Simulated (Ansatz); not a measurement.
PbS, space group Fm-3m, a calculation of the dielectric tensor and Born charges

Program: Ansatz 0.2.0, Python API.

Run as a notebook:

```python
import ansatz as az
import numpy as np
```

```python
cell = (
    az.Lattice.fcc(5.9315)
    .space_group(225)
    .atom("Pb", (0.0, 0.0, 0.0))
    .atom("S", (0.5, 0.0, 0.0))
    .primitive()
)
```

```python
[site.symbol for site in cell.resolved().sites]
```

    ['Pb', 'S']

```python
calculation = (
    cell.calculation()
    .functional("lda")
    .basis(530, xc_grid=2)
    .kpoints(7, 7, 7, center="monkhorst-pack")
    .occupations("fixed")
    .dielectric()
)
res = calculation.run(threads=1, pin="off")
response = res.dielectric
eps = np.asarray(response.eps_inf)
```

```python
values = np.linalg.eigvalsh(eps)
print("principal values of eps_inf:", np.round(values, 3))
print("refractive indices:", np.round(np.sqrt(values), 3))
for index, (site, z) in enumerate(zip(res.lattice.sites, response.zstar_e)):
    print("Born charge tensor of", site.symbol, index)
    print(np.round(z, 3) + 0.0)
print(f"charge neutrality missed by {response.zstar_sum_residual_pre_e:.4f} e before the sum rule")
```

    principal values of eps_inf: [19.721 19.721 19.721]
    refractive indices: [4.441 4.441 4.441]
    Born charge tensor of Pb 0
    [[4.48 0.   0.  ]
     [0.   4.48 0.  ]
     [0.   0.   4.48]]
    Born charge tensor of S 1
    [[-4.48  0.    0.  ]
     [ 0.   -4.48  0.  ]
     [ 0.    0.   -4.48]]
    charge neutrality missed by 0.0023 e before the sum rule

What to keep in mind:
- The settings weren't tested for convergence.
- The Fermi level of a run with fixed occupations marks the highest occupied state on its mesh, not mid-gap.
- Of the deposited cell: the entry's cell lengths or inner coordinates differ somewhat from later room-temperature determinations.
- Spin-orbit coupling, which matters for elements this heavy, is left out.
- The starting cell is as deposited in a crystallographic database; the results hold for this polymorph, which needn't be the stable one.
- This is the electronic (clamped-ion) response; a semilocal gap that is too small tends to raise it. The typed mesh is that of the SCF; the response is solved on denser meshes that the run picks.
- Hardware and time: 45 s on 1 thread of Arm Neoverse V1, on a shared host, peak memory 0.63 GiB.
